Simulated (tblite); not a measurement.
# CH2F3NO4S2: the cost of one run

The runs use tblite 0.8.0 and PySCF 2.14.0, with density-fitted response routines of our own; the level of theory stands in each step. All values are computed, except where a source is named. Atoms are numbered from 0 throughout.

## 1. The molecule as given

13 atoms, charge 0, multiplicity 1; geometry from: force field or distance geometry start.

Bonds of the start (Å): O0–S1 1.47, S1–O2 1.53, S1–F3 1.69, S1–N4 1.67, N4–S5 1.66, S5–O6 1.51, S5–O7 1.51, S5–C8 1.77, C8–F9 1.41, C8–F10 1.37, N4–H11 1.03, C8–H12 1.12.

## 2. Geometry optimisation with GFN2-xTB

The job: settings as JSON, then the geometry in Å.

```
{"job": {"kind": "relax", "xc": "GFN2-xTB", "basis": "xTB"}, "charge": 0, "multiplicity": 1}
O      1.056700     2.040000     0.142300
S      1.724900     0.736800    -0.011300
O      2.956300     0.980700    -0.877600
F      2.384000     0.252200     1.471800
N      0.818700    -0.455100    -0.759300
S     -0.549200    -1.055900    -0.027600
O     -0.315400    -1.683000     1.320500
O     -1.130700    -2.161100    -0.879100
C     -1.725900     0.241100     0.222100
F     -2.881600    -0.241300     0.869500
F     -1.240400     1.222700     1.049000
H      0.925900    -0.569900    -1.780800
H     -2.027700     0.693300    -0.757200
```

On the command line:

```
$ OMP_NUM_THREADS=1 python probes_run.py task.json out
```

One launch serves the whole session: the jobs run in the order shown.

**Question.** How long does this first job take on 1 thread of Arm Neoverse V2, shared host?

About 1.1 s.
